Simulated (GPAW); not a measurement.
## Ta3Cu: equation of state with r2SCAN

Ta3Cu:

```
Ta Cu
1.0
    -2.00651    2.00651    4.20817
     2.00651   -2.00651    4.20817
     2.00651    2.00651   -4.20817
Ta Cu
3 1
Direct
  0.50000 0.50000 0.00000
  0.25000 0.75000 0.50000
  0.75000 0.25000 0.50000
  0.00000 0.00000 0.00000
```

The cell comes from a database or a generator and needn't be the stable form of this composition.

```
Program             : GPAW 26.7.0
Task                : equation of state
Functional          : r2SCAN
Potentials or basis : GPAW PAW data sets (gpaw-data 1.2.1)
Cutoff              : 600 eV
Basis               : pw
k mesh              : 6 × 6 × 6
Occupations         : fermi-dirac, width 0.05 eV
Spin                : no spin polarisation
Ranks               : 4
Maxiter             : 150
Eos scales          : [0.94, 0.96, 0.98, 1.0, 1.02, 1.04, 1.06]
```

- Equilibrium volume: 16.79 Å³/atom (rough: see the caveat)
- Bulk modulus at fixed shape and positions: 190 GPa (rough)

Energy against volume, from the lowest point:
```tsv
volume (Å³/atom)	energy (meV/atom)
15.926	27.78
16.265	9.35
16.604	0.39
16.942	0.00
17.281	7.40
17.620	21.85
17.959	42.70
```

Run time: 13 min on 4 MPI ranks on Arm Neoverse V1, with other jobs on the host, peak memory 0.79 GiB a rank.

Caveat: the k mesh is coarse (spacing up to 0.37 Å⁻¹), so the values aren't converged; with this Cu data set, volumes or pressures lay over 1.5 % or 2 GPa off other programs in two to four cells of ten; the points scatter about the fit; the cell was scaled at fixed shape and fractional positions, which overstates the stiffness of a crystal with free parameters, most of all of layers and chains; the PAW data sets were made with another functional, which shifts forces and pressure a little. The run has no spin-orbit coupling, so splittings on Ta are missing.
